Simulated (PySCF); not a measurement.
# MoH₄O₄ (triplet): open-shell or spin-flip excitations

Aim: compute the open-shell or spin-flip excitations of MoH₄O₄ (triplet) (`[OH][Mo]([OH])([OH])[OH]`).

Computed with PySCF 2.14.0 and routines of our own; the level stands in each step. Atoms count from 0.

1 further run of the same task is left out (for a known fault of the program).

### 1 The starting structure

9 atoms, charge 0, multiplicity 3; geometry from: GFN2-xTB.

### 2 Open-shell or spin-flip excitations: unrestricted TDDFT PBE0/def2-SVP Mo:def2-TZVP

What the job is given:

```
{"job": {"kind": "uabs", "xc": "PBE0", "basis": {"default": "def2-SVP", "Mo": "def2-TZVP"}, "nstates": 15, "tda": false, "pol": false}, "charge": 0, "multiplicity": 3}
Mo    -0.003440     0.007930     0.000350
O      0.334490     1.396380     1.306720
H     -0.077320     1.642960     2.137370
O      1.453340    -0.791730     0.488270
H      2.271670    -1.181250     0.810220
O     -1.462540     0.799580    -0.490440
H     -2.283910     1.167710    -0.828560
O     -0.343100    -1.383020    -1.312140
H      0.110810    -1.658550    -2.111780
```

With the program's defaults for keys left out, this is: unrestricted TDDFT PBE0/def2-SVP Mo:def2-TZVP, vertical, gas phase, core orbitals frozen in the response.

Started as:

```bash
OMP_NUM_THREADS=1 python excited_run.py task.json out
```

One launch serves the whole session: the jobs run in the order shown.

Output:

```text
starts in def2-SVP, energy above the lowest (Eh): 0.00000 0.00000 0.00000 0.00000 0.00000
final grid: 80728 points
cycle   1  E = -370.9993166893  dE = -4.077e-03  |g| = 8.658e-03  |ddm| = 2.403e-01
cycle   2  E = -370.9992691398  dE =  4.755e-05  |g| = 1.403e-02  |ddm| = 1.837e-02
cycle   3  E = -370.9993541986  dE = -8.506e-05  |g| = 2.626e-03  |ddm| = 1.150e-02
cycle   4  E = -370.9993562707  dE = -2.072e-06  |g| = 1.241e-03  |ddm| = 2.249e-03
cycle   5  E = -370.9993568290  dE = -5.582e-07  |g| = 1.299e-04  |ddm| = 8.317e-04
cycle   6  E = -370.9993568352  dE = -6.271e-09  |g| = 9.661e-05  |ddm| = 1.592e-04
cycle   7  E = -370.9993568408  dE = -5.505e-09  |g| = 2.411e-05  |ddm| = 1.019e-04
cycle   8  E = -370.9993568425  dE = -1.717e-09  |g| = 9.185e-06  |ddm| = 9.234e-05
cycle   9  E = -370.9993568429  dE = -4.394e-10  |g| = 1.086e-05  |ddm| = 5.793e-05
converged SCF energy = -370.9993568429

<S^2> of the reference = 2.0091 (exact 2.0000)

Excitations
state   eV       nm        f      <S^2>   main configurations
  1   1.2358   1003.3   0.00000   2.010   Ha->La 0.97  MC
  2   1.8596    666.7   0.00000   2.017   Ha->L+1a 0.96  MC
  3   2.3798    521.0   0.00000   2.007   H-1a->La 0.96  MC
  4   3.2595    380.4   0.00000   2.014   H-1a->L+1a 0.95  MC
  5   3.5227    352.0   0.00002   2.035   Hb->Lb 0.98  LMCT
  6   3.6667    338.1   0.00324   2.034   H-1b->Lb 0.99  LMCT
  7   3.8976    318.1   0.00130   2.037   H-2b->Lb 0.99  LMCT
  8   4.0267    307.9   0.00000   3.162   H-2a->La 0.96  LMCT
  9   4.4173    280.7   0.00005   2.555   Hb->L+1b 0.68, H-2a->L+1a 0.23  LMCT
 10   4.5361    273.3   0.00302   2.478   H-1b->L+1b 0.47, Ha->L+3a 0.15, H-3a->La 0.10, H-3a->L+1a 0.10  LMCT
 11   4.5405    273.1   0.00012   3.151   H-2a->L+1a 0.38, H-3a->La 0.25, Hb->L+1b 0.22, Hb->L+3b 0.10  LMCT
 12   4.5424    272.9   0.00066   2.887   H-3a->La 0.63, H-1b->L+1b 0.12  LMCT
 13   4.6744    265.2   0.00175   3.242   H-4a->La 0.94  LMCT
 14   4.6839    264.7   0.00002   2.073   Ha->L+2a 0.93  MC
 15   4.7332    261.9   0.00025   2.163   H-2b->L+1b 0.81, Ha->L+3a 0.08  LMCT
```

Wall time 92 s (1 thread of Arm Neoverse N1, shared host); peak memory 0.51 GiB.

Key values:

```tsv
quantity	value
⟨S²⟩	2.009
```

Löwdin spin populations:

```tsv
atom	value (e)
Mo0	1.91
O1	0.06
H2	0.01
O3	-0.04
H4	0.00
O5	-0.04
H6	0.00
O7	0.07
H8	0.01
```

### 3 Open-shell or spin-flip excitations: unrestricted TDDFT PBE0/def2-SVP Mo:def2-TZVP

Settings changed since step 2:

```diff
@@ -1,2 +1,2 @@
-{"job": {"kind": "uabs", "xc": "PBE0", "basis": {"default": "def2-SVP", "Mo": "def2-TZVP"}, "nstates": 15, "tda": false, "pol": false}, "charge": 0, "multiplicity": 3}
+{"job": {"kind": "uabs", "xc": "PBE0", "basis": {"default": "def2-SVP", "Mo": "def2-TZVP"}, "nstates": 10, "tda": false}, "charge": 0, "multiplicity": 3}
 Mo    -0.003440     0.007930     0.000350
```

Method: unrestricted TDDFT PBE0/def2-SVP Mo:def2-TZVP, vertical, gas phase, core orbitals frozen in the response.

Output:

```text
starts in def2-SVP, energy above the lowest (Eh): 0.00000 0.00000 0.00000 0.00000 0.00000
final grid: 80728 points
cycle   1  E = -370.9993166893  dE = -4.077e-03  |g| = 8.658e-03  |ddm| = 2.403e-01
cycle   2  E = -370.9992691398  dE =  4.755e-05  |g| = 1.403e-02  |ddm| = 1.837e-02
cycle   3  E = -370.9993541986  dE = -8.506e-05  |g| = 2.626e-03  |ddm| = 1.150e-02
cycle   4  E = -370.9993562707  dE = -2.072e-06  |g| = 1.241e-03  |ddm| = 2.249e-03
cycle   5  E = -370.9993568290  dE = -5.582e-07  |g| = 1.299e-04  |ddm| = 8.317e-04
cycle   6  E = -370.9993568352  dE = -6.271e-09  |g| = 9.661e-05  |ddm| = 1.592e-04
cycle   7  E = -370.9993568408  dE = -5.505e-09  |g| = 2.411e-05  |ddm| = 1.019e-04
cycle   8  E = -370.9993568425  dE = -1.717e-09  |g| = 9.185e-06  |ddm| = 9.234e-05
cycle   9  E = -370.9993568429  dE = -4.394e-10  |g| = 1.086e-05  |ddm| = 5.793e-05
converged SCF energy = -370.9993568429

Static polarisability (au): isotropic 51.537, principal 37.844 57.136 59.631

<S^2> of the reference = 2.0091 (exact 2.0000)

Excitations
state   eV       nm        f      <S^2>   main configurations
  1   1.2358   1003.3   0.00000   2.010   Ha->La 0.97  MC
  2   1.8596    666.7   0.00000   2.017   Ha->L+1a 0.96  MC
  3   2.3798    521.0   0.00000   2.007   H-1a->La 0.96  MC
  4   3.2595    380.4   0.00000   2.014   H-1a->L+1a 0.95  MC
  5   3.5227    352.0   0.00002   2.035   Hb->Lb 0.98  LMCT
  6   3.6667    338.1   0.00324   2.034   H-1b->Lb 0.99  LMCT
  7   3.8976    318.1   0.00130   2.037   H-2b->Lb 0.99  LMCT
  8   4.0267    307.9   0.00000   3.162   H-2a->La 0.96  LMCT
  9   4.4173    280.7   0.00005   2.555   Hb->L+1b 0.68, H-2a->L+1a 0.23  LMCT
 10   4.5361    273.3   0.00302   2.478   H-1b->L+1b 0.47, Ha->L+3a 0.15, H-3a->La 0.10, H-3a->L+1a 0.10  LMCT
```

Wall time 89 s (1 thread of Arm Neoverse N1, shared host); peak memory 0.53 GiB.

From this job:

```tsv
quantity	value
⟨S²⟩	2.009
```

### 4 Outcome

```
                                                                                                     quantity                        value
lowest and brightest state of nearly pure spin, of 15 (step 2, unrestricted TDDFT PBE0/def2-SVP Mo:def2-TZVP)  1.24 eV; 3.67 eV, f = 0.003
lowest and brightest state of nearly pure spin, of 10 (step 3, unrestricted TDDFT PBE0/def2-SVP Mo:def2-TZVP)  1.24 eV; 3.67 eV, f = 0.003
```

In words: Steps that list no spin-orbit terms leave them out, which matters at and beside the heavy atoms. States whose ⟨S²⟩ lies well above the reference's are mixtures of spin states, an artefact of the unrestricted response, and are left out of the summary. The lowest state of nearly pure spin stays at 1.24 eV over the runs. The geometry comes from tight binding, which is rough for metal atoms, and these values hang on it.
